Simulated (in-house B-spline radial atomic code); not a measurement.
# Xe⁴⁷⁺: ionisation energy by several methods

How far do functionals differ on the ionisation energy of Xe⁴⁷⁺? Each run solves Xe⁴⁷⁺ and then the next ion ([He] 2s2 2p2).

Method: Dirac-Coulomb, several functionals; spherical all-electron atom at the radial basis limit. Code: in-house B-spline radial atomic code version 1.

## Step 1: Starting point

| Quantity | Value |
| --- | --- |
| element | xenon (Z = 54) |
| charge | +47 |
| electrons | 7 |
| configuration | [He] 2s2 2p3 |
| nucleus | Fermi, rms radius 4.786 fm |

Outer shells as boxes (Hund's rule):

[He] 2s2 2p3
```
[He] core
2s [↑↓]
2p [↑ ][↑ ][↑ ]
```

The boxes only draw the filling; these runs are spin-restricted and spherical.

## Step 2: BP86

Settings of the run:

```ini
Z = 54
electrons = 7.0
configuration = [He] 2s2 2p3
hamiltonian = dirac
method = b88,p86
spin_polarised = False
nucleus = fermi
rms_radius = 4.7859
mass_number = 132
atomic_mass = 131.90415508346
speed_of_light = 137.035999084
```

## Step 3: RPBE

The settings differ from step 2 so:

```diff
@@ -4,3 +4,3 @@
 hamiltonian = dirac
-method = b88,p86
+method = rpbe,pbe
 spin_polarised = False
```

## Step 4: exchange-only LDA

The settings differ from step 3 so:

```diff
@@ -4,3 +4,3 @@
 hamiltonian = dirac
-method = rpbe,pbe
+method = lda,
 spin_polarised = False
```

Before running: The tabulated ionisation energy is 8382 ± 4 eV (tabulated theoretical; NIST Atomic Spectra Database). What does each method give, and which comes nearest?

**Answer**, as computed:

| method | rung | total energy (hartree) | ΔSCF (eV) | with Breit, QED, recoil (eV) | −ε highest (eV) | corrected ΔSCF less tabulated (eV) |
| --- | --- | --- | --- | --- | --- | --- |
| exchange-only LDA | LDA | -4675.2896 | 8504.01 | 8494.97 | 8262.94 (2p3/2) | +112.97 |
| BP86 | GGA | -4682.5918 | 8513.33 | 8504.29 | 8271.99 (2p3/2) | +122.29 |
| RPBE | GGA | -4682.3185 | 8511.23 | 8502.19 | 8270.17 (2p3/2) | +120.19 |

**Reading.** Tables give 8382 ± 4 eV (tabulated theoretical; NIST Atomic Spectra Database) for the ionisation energy. exchange-only LDA misses by +112.97 eV, the least, and BP86 by +122.29 eV (1.5 %), the most. All methods miss on the same side by much the same amount, which points to something that they share. Open shells are averaged (over orientations, and over spins where the run is restricted), while tables refer to the lowest levels.

Members of this set that are not shown: 1 used exact exchange with fractional occupations of an open shell, which is unsound here.
